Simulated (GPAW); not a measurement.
Runs of GPAW 26.7.0 on CS2. Symmetry: Cmce, No. 64, orthorhombic system. Conventional cell: a = 7.292 Å, b = 5.989 Å, c = 9.851 Å, α = 90.00°, β = 90.00°, γ = 90.00°. Around S (site symmetry m) lie 1 C at 1.56 Å. C (site symmetry 2/m) has 2 S at 1.56 Å as nearest neighbours. The cell comes from a database or a generator and needn't be the stable form of this composition.

| level | potentials or basis | gap on the mesh (eV) |
| --- | --- | --- |
| PBE | GPAW PAW data sets (gpaw-data 1.2.1), pw | 3.44 |
| PBEsol | PAW data sets generated in the run's folder for this functional, pw | 3.44 |
| RPBE | the program's PAW data sets (release 1.2.1) made for this functional, pw | 3.49 |
| AM05 | PAW data sets generated in the run's folder for this functional, pw | (a) |
| LDA | the program's PAW data sets (release 1.2.1) made for this functional, pw | 3.35 |

Alike in all rows: task dielectric tensor; no spin polarisation; cell as given; k mesh 5 × 5 × 3; cutoff (eV) 550; smearing fermi-dirac 0.001 eV.

Task: Estimate the missing entries.

Result: (a) 3.47.

Caveats: the long-wavelength limit can be off by a per cent or two.

A k mesh can miss the band edges.
